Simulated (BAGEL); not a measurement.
# HF/3-21G (density fitting with cc-pvqz-jkfit) run of Ge2SiH8 (SMILES [GeH3][SiH2][GeH3])

Aim: the vertical ionisation energy of Ge2SiH8 at HF/3-21G (density fitting with cc-pvqz-jkfit), from 2 runs. 

The results are computed with BAGEL 1.2.2.

## (1) The molecule

The species is Ge2SiH8 (11 atoms), meant as a singlet with charge 0. SMILES: `[GeH3][SiH2][GeH3]`. Geometry: relaxed at PBE0-D4/def2-TZVP.

Bond lengths: Ge1–Si2 2.379 Å, Si2–Ge3 2.379 Å, Ge1–H4 1.538 Å, Ge1–H5 1.538 Å, Ge1–H6 1.538 Å, Si2–H7 1.489 Å, Si2–H8 1.489 Å, Ge3–H9 1.538 Å, Ge3–H10 1.538 Å, Ge3–H11 1.538 Å. Some angles: Ge1–Si2–Ge3 110.5°, Ge1–Si2–H7 109.5°, Ge1–Si2–H8 109.5°, Ge3–Si2–H7 109.5°, Ge3–Si2–H8 109.5°, Si2–Ge1–H4 111.3°, Si2–Ge1–H5 110.1°, Si2–Ge1–H6 110.1°, Si2–Ge3–H9 110.1°, Si2–Ge3–H10 110.1°.

## (2) A single-point energy at HF/3-21G (density fitting with cc-pvqz-jkfit)

The input, job.json:

```json
{ "bagel" : [

{
  "title" : "molecule",
  "basis" : "3-21g",
  "df_basis" : "cc-pvqz-jkfit",
  "angstrom" : true,
  "geometry" : [
    { "atom" : "Ge", "xyz" : [      -1.314800,       1.329100,      -0.648100 ] },
    { "atom" : "Si", "xyz" : [      -0.420300,      -0.850100,      -0.318100 ] },
    { "atom" : "Ge", "xyz" : [       1.631200,      -0.735900,       0.880400 ] },
    { "atom" : "H", "xyz" : [      -2.643400,       1.277800,      -1.421300 ] },
    { "atom" : "H", "xyz" : [      -0.321200,       2.193400,      -1.442700 ] },
    { "atom" : "H", "xyz" : [      -1.566300,       2.008100,       0.708900 ] },
    { "atom" : "H", "xyz" : [      -0.189900,      -1.498600,      -1.638400 ] },
    { "atom" : "H", "xyz" : [      -1.395700,      -1.678400,       0.443000 ] },
    { "atom" : "H", "xyz" : [       1.405900,      -0.077200,       2.251900 ] },
    { "atom" : "H", "xyz" : [       2.652000,       0.110600,       0.101200 ] },
    { "atom" : "H", "xyz" : [       2.227800,      -2.135700,       1.103800 ] }
  ]
},

{ "title" : "hf" },

{ "title" : "print", "file" : "orbitals.molden", "orbitals" : true }

]}
```

Started as:

```bash
$ BAGEL_NUM_THREADS=1 BAGEL job.json > job.out
```

The program printed:

```text
* using 1 threads per process

  ===============================================================
  ===============================================================

  *** Geometry ***

  { "atom" : "Ge", "xyz" : [     -2.484612,      2.511635,     -1.224732 ] },
  { "atom" : "Si", "xyz" : [     -0.794252,     -1.606456,     -0.601122 ] },
  { "atom" : "Ge", "xyz" : [      3.082521,     -1.390649,      1.663715 ] },
  { "atom" : "H", "xyz" : [     -4.995302,      2.414692,     -2.685868 ] },
  { "atom" : "H", "xyz" : [     -0.606980,      4.144925,     -2.726308 ] },
  { "atom" : "H", "xyz" : [     -2.959878,      3.794759,      1.339627 ] },
  { "atom" : "H", "xyz" : [     -0.358859,     -2.831944,     -3.096127 ] },
  { "atom" : "H", "xyz" : [     -2.637491,     -3.171716,      0.837149 ] },
  { "atom" : "H", "xyz" : [      2.656766,     -0.145887,      4.255474 ] },
  { "atom" : "H", "xyz" : [      5.011554,      0.209004,      0.191240 ] },
  { "atom" : "H", "xyz" : [      4.209932,     -4.035888,      2.085880 ] },

  Number of auxiliary basis functions:      992

  Since a DF basis is specified, we compute 2- and 3-index integrals:
    o Being stored without compression. Storage requirement is 0.042 GB

  Number of basis functions:       73
  Number of electrons      :       86

    * METHOD: MOLECULE                             1.17

  *** RHF ***

  === Nuclear Repulsion ===
   475.3641313585

      * DIIS with orbital gradients will be used.

  === RHF iteration (3-21g) ===
      0      -4422.63484627          0.00532182           0.32
      1      -4422.66849867          0.00145094           0.33
      2      -4422.67051795          0.00021964           0.30
      3      -4422.67058884          0.00002610           0.29
      4      -4422.67059021          0.00000445           0.31
      5      -4422.67059025          0.00000092           0.42
      6      -4422.67059025          0.00000021           0.47
      7      -4422.67059025          0.00000002           0.47
      8      -4422.67059025          0.00000000           0.43
    * SCF iteration converged.

    * Permanent dipole moment:
           (   -0.007496,    -0.014598,    -0.005559) a.u.

    * METHOD: HF                                   3.85

    * METHOD: PRINT                                0.02

  ===============================================================
```

Run time: 5.7 s. Hardware: 1 thread of Intel Xeon Platinum 8488C (Sapphire Rapids), shared host; peak memory 0.24 GiB.

## (3) The doublet cation

The input, input.json:

```json
{ "bagel": [

{
  "title": "molecule",
  "basis": "3-21g",
  "df_basis": "cc-pvqz-jkfit",
  "angstrom": "true",
  "geometry": [
    { "atom": "Ge", "xyz": [      -1.314800,       1.329100,      -0.648100 ] },
    { "atom": "Si", "xyz": [      -0.420300,      -0.850100,      -0.318100 ] },
    { "atom": "Ge", "xyz": [       1.631200,      -0.735900,       0.880400 ] },
    { "atom": "H", "xyz": [      -2.643400,       1.277800,      -1.421300 ] },
    { "atom": "H", "xyz": [      -0.321200,       2.193400,      -1.442700 ] },
    { "atom": "H", "xyz": [      -1.566300,       2.008100,       0.708900 ] },
    { "atom": "H", "xyz": [      -0.189900,      -1.498600,      -1.638400 ] },
    { "atom": "H", "xyz": [      -1.395700,      -1.678400,       0.443000 ] },
    { "atom": "H", "xyz": [       1.405900,      -0.077200,       2.251900 ] },
    { "atom": "H", "xyz": [       2.652000,       0.110600,       0.101200 ] },
    { "atom": "H", "xyz": [       2.227800,      -2.135700,       1.103800 ] }
  ]
},

{
  "title": "uhf",
  "charge": 1,
  "nopen": 1
},

{
  "title": "print",
  "file": "orbitals.molden",
  "orbitals": "true"
}

]}
```

Started as:

```bash
$ BAGEL_NUM_THREADS=1 BAGEL input.json > input.out
```

The program printed:

```text
* using 1 threads per process

  ===============================================================
  ===============================================================

  *** Geometry ***

  { "atom" : "Ge", "xyz" : [     -2.484612,      2.511635,     -1.224732 ] },
  { "atom" : "Si", "xyz" : [     -0.794252,     -1.606456,     -0.601122 ] },
  { "atom" : "Ge", "xyz" : [      3.082521,     -1.390649,      1.663715 ] },
  { "atom" : "H", "xyz" : [     -4.995302,      2.414692,     -2.685868 ] },
  { "atom" : "H", "xyz" : [     -0.606980,      4.144925,     -2.726308 ] },
  { "atom" : "H", "xyz" : [     -2.959878,      3.794759,      1.339627 ] },
  { "atom" : "H", "xyz" : [     -0.358859,     -2.831944,     -3.096127 ] },
  { "atom" : "H", "xyz" : [     -2.637491,     -3.171716,      0.837149 ] },
  { "atom" : "H", "xyz" : [      2.656766,     -0.145887,      4.255474 ] },
  { "atom" : "H", "xyz" : [      5.011554,      0.209004,      0.191240 ] },
  { "atom" : "H", "xyz" : [      4.209932,     -4.035888,      2.085880 ] },

  Number of auxiliary basis functions:      992

  Since a DF basis is specified, we compute 2- and 3-index integrals:
    o Being stored without compression. Storage requirement is 0.042 GB

  Number of basis functions:       73
  Number of electrons      :       86

    * METHOD: MOLECULE                             1.48

  *** Open-shell HF ***

  === Nuclear Repulsion ===
   475.3641313585

      * DIIS with orbital gradients will be used.

  === UHF iteration (3-21g) ===
      0      -4422.24237640          0.01423761           0.62
      1      -4422.31833777          0.00446320           0.59
      2      -4422.32298534          0.00090279           0.61
      3      -4422.32344756          0.00035012           0.60
      4      -4422.32354069          0.00008411           0.58
      5      -4422.32355812          0.00002125           0.56
      6      -4422.32356058          0.00000721           0.54
      7      -4422.32356123          0.00000245           0.55
      8      -4422.32356138          0.00000131           0.57
      9      -4422.32356144          0.00000065           0.58
     10      -4422.32356145          0.00000015           0.55
     11      -4422.32356145          0.00000007           0.55
     12      -4422.32356145          0.00000005           0.58
     13      -4422.32356145          0.00000003           0.55
     14      -4422.32356145          0.00000001           0.59
    * SCF iteration converged.

    * S^2 (UHF) is 0.7679

    * Permanent dipole moment:
           (    0.192234,     0.381423,     0.144382) a.u.

    * METHOD: UHF                                  9.12

    * METHOD: PRINT                                0.01

  ===============================================================
```

Run time: 12 s. Hardware: 1 thread of Intel Xeon Platinum 8488C (Sapphire Rapids), shared host; peak memory 0.24 GiB.

## (4) Results

Level: HF/3-21G (density fitting with cc-pvqz-jkfit).

| quantity | value |
| --- | --- |
| singlet Ge2SiH8: total energy | -4422.67059 Eh |
| singlet Ge2SiH8: dipole moment | 0.04 D |
| singlet Ge2SiH8: HOMO energy | -10.27 eV |
| singlet Ge2SiH8: LUMO energy | 3.24 eV |
| singlet Ge2SiH8: HOMO–LUMO gap | 13.51 eV |
| doublet cation: total energy | -4422.32356 Eh |
| doublet cation: ⟨S²⟩ | 0.768 |
| vertical ionisation energy (to the doublet cation) | 9.443 eV |

What this shows: Removing an electron at fixed nuclei costs 9.44 eV (218 kcal/mol). −ε(HOMO) before ionisation, 10.27 eV, is 0.83 eV above this ionisation energy.
